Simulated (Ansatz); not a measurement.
**CH₇HfNO₃: small, medium and large basis sets**

One table from this session's results is given with a row withheld; the runs are named, their logs left out.

Method: one geometry, several basis sets; program: Ansatz 0.2.0, Gaussian basis.

Levels to be run: PBE0-D4/def2-SVP; ωB97M-V/def2-SVP; PBE0-D4/def2-QZVPP; ωB97M-V/def2-QZVPP; the functionals' def2-TZVPP values are taken from earlier runs.

### Structure used throughout

The geometry comes from an earlier relaxation with PBE0-D4 in a triple-zeta def2 set; it is a stationary point, not always the lowest conformer. Hf takes the def2 core potential; no spin-orbit term is included.

SMILES `C[NH][Hf]([OH])([OH])[OH]`, 13 atoms, charge 0, spin multiplicity 1.

Atoms are counted from 1 here; the program's logs count them from 0.

Bond lengths: C1–N2 1.448 Å, C1–H7 1.094 Å, C1–H8 1.098 Å, C1–H9 1.097 Å, N2–Hf3 2.037 Å, N2–H10 1.012 Å, Hf3–O4 1.947 Å, Hf3–O5 1.938 Å, Hf3–O6 1.939 Å, O4–H11 0.952 Å, O5–H12 0.951 Å, O6–H13 0.951 Å. Angles: N2–C1–H7 110.0°, N2–C1–H8 112.7°, N2–C1–H9 112.4°, H7–C1–H8 107.1°, H7–C1–H9 106.7°, H8–C1–H9 107.7°, C1–N2–Hf3 128.7°, C1–N2–H10 111.3°, Hf3–N2–H10 120.0°, N2–Hf3–O4 110.9°, N2–Hf3–O5 106.1°, N2–Hf3–O6 106.5°, O4–Hf3–O5 109.2°, O4–Hf3–O6 108.4°, O5–Hf3–O6 115.7°, Hf3–O4–H11 146.6°, Hf3–O5–H12 155.0°, Hf3–O6–H13 156.3°.

Set-up of the first run:

in.yaml reads:

```yaml
crystal:
  periodic: [false, false, false]
  atoms:
    - {symbol: C, position_ang: [1.151938, -1.416396, 1.086056]}
    - {symbol: N, position_ang: [0.940887, -0.621182, -0.105015]}
    - {symbol: Hf, position_ang: [-0.531503, 0.733104, -0.486597]}
    - {symbol: O, position_ang: [-2.121118, -0.148746, -1.183636]}
    - {symbol: O, position_ang: [0.177150, 1.928865, -1.837262]}
    - {symbol: O, position_ang: [-0.980480, 1.552947, 1.212634]}
    - {symbol: H, position_ang: [0.392188, -1.176579, 1.835363]}
    - {symbol: H, position_ang: [1.084224, -2.494813, 0.892205]}
    - {symbol: H, position_ang: [2.126432, -1.222106, 1.551550]}
    - {symbol: H, position_ang: [1.666877, -0.786023, -0.790109]}
    - {symbol: H, position_ang: [-2.523622, -0.970511, -1.447042]}
    - {symbol: H, position_ang: [0.117823, 2.556042, -2.549895]}
    - {symbol: H, position_ang: [-1.500796, 2.065398, 1.821748]}
basis:
  gaussian: {orbitals: def2-SVP}
hamiltonian: {xc: pbe0, dispersion: d4}
output: {orbitals: {seedname: orbitals}}
```

Command:

```
$ ansatz run in.yaml --threads 4 --pin off --events-out ev --progress --plain --max-ram 11315MiB
```

Among the steps run: PBE0-D4 in def2-SVP; ωB97M-V in def2-SVP; PBE0-D4 in def2-QZVPP; ωB97M-V in def2-QZVPP.

One of the session's tables, all rows but one given; the rest of the session is left out.

It belongs to the step «Functionals by basis». 

| functional | basis | HOMO (eV) | LUMO (eV) |
| --- | --- | --- | --- |
| PBE0-D4 | def2-SVP | -6.26 | 0.30 |
| PBE0-D4 | def2-TZVPP | -6.41 | 0.08 |
| PBE0-D4 | def2-QZVPP | ? | ? |
| ωB97M-V | def2-SVP | -8.57 | 1.50 |
| ωB97M-V | def2-TZVPP | -8.72 | 1.21 |
| ωB97M-V | def2-QZVPP | -8.78 | 0.61 |

Q: Estimate the row for PBE0-D4, def2-QZVPP from the others.

The run gave: HOMO (eV): -6.46; LUMO (eV): -0.23. In the column «HOMO (eV)» it lies between ωB97M-V, def2-SVP (-8.57) and PBE0-D4, def2-TZVPP (-6.41).
